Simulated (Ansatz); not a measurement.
# F2H6OSi2: the cost of one run

All numbers below are computed with Ansatz 0.2.0 (UKS PBE0/6-31G).

## (1) Starting point

Bond lengths: Si1–O2 2.071 Å, Si1–F3 1.632 Å, Si1–F4 1.606 Å, Si1–H5 1.437 Å, Si1–Si7 2.594 Å, O2–H8 0.960 Å, Si7–H9 1.480 Å, Si7–H10 1.461 Å, Si7–H11 1.466 Å. Angles (14 of 17 angles, heavy atoms first): O2–Si1–F3 172.2°, O2–Si1–F4 86.0°, O2–Si1–Si7 80.3°, F3–Si1–F4 95.4°, F3–Si1–Si7 91.9°, F4–Si1–Si7 107.7°, Si1–O2–H8 121.2°, O2–Si1–H5 88.7°, F3–Si1–H5 97.5°, F4–Si1–H5 117.1°, H5–Si1–Si7 132.9°, Si1–Si7–H9 127.1°, Si1–Si7–H10 101.9°, Si1–Si7–H11 109.1°.

Coordinates:

```xyz
11

Si   -0.1572    0.7543   -0.9212
O     0.9586    1.3538    0.7176
F    -1.0674    0.0912   -2.1022
F    -1.3409    1.6437   -0.2985
H     0.7897    1.4255   -1.7691
H     0.5280    0.1899    0.9933
Si   -0.0749   -1.4813    0.3917
H     0.6808    2.0915    1.2650
H     0.8110   -1.8156    1.5288
H     0.2985   -2.4317   -0.6528
H    -1.4262   -1.8214    0.8474
```

## (2) Run 1

150 steps of 0.5 fs at constant energy, with velocities drawn for 300 K.

input.yaml

```yaml
crystal:
  periodic: [false, false, false]
  atoms:
    - { symbol: Si, position_ang: [-0.1572, 0.7543, -0.9212] }
    - { symbol: O, position_ang: [0.9586, 1.3538, 0.7176] }
    - { symbol: F, position_ang: [-1.0674, 0.0912, -2.1022] }
    - { symbol: F, position_ang: [-1.3409, 1.6437, -0.2985] }
    - { symbol: H, position_ang: [0.7897, 1.4255, -1.7691] }
    - { symbol: H, position_ang: [0.528, 0.1899, 0.9933] }
    - { symbol: Si, position_ang: [-0.0749, -1.4813, 0.3917] }
    - { symbol: H, position_ang: [0.6808, 2.0915, 1.265] }
    - { symbol: H, position_ang: [0.811, -1.8156, 1.5288] }
    - { symbol: H, position_ang: [0.2985, -2.4317, -0.6528] }
    - { symbol: H, position_ang: [-1.4262, -1.8214, 0.8474] }
magnetization:
  spin_polarized: true
basis:
  gaussian: { orbitals: "6-31G" }
hamiltonian:
  xc: pbe0
md:
  timestep: 0.5
  n_steps: 150
  ensemble: nve
  temperature: 300.0
  initial_velocities: maxwell_boltzmann
  seed: 734300
```

The run is started by

```
ansatz run input.yaml --threads 1 --pin off --max-ram 2048MiB --backend cpu --events-out ev --progress --plain --runs-dir out
```

What time and memory should one allow on 1 thread of AMD EPYC 9R45 (Zen 5), shared host?

About 5.5 min, with a peak of 0.22 GiB.
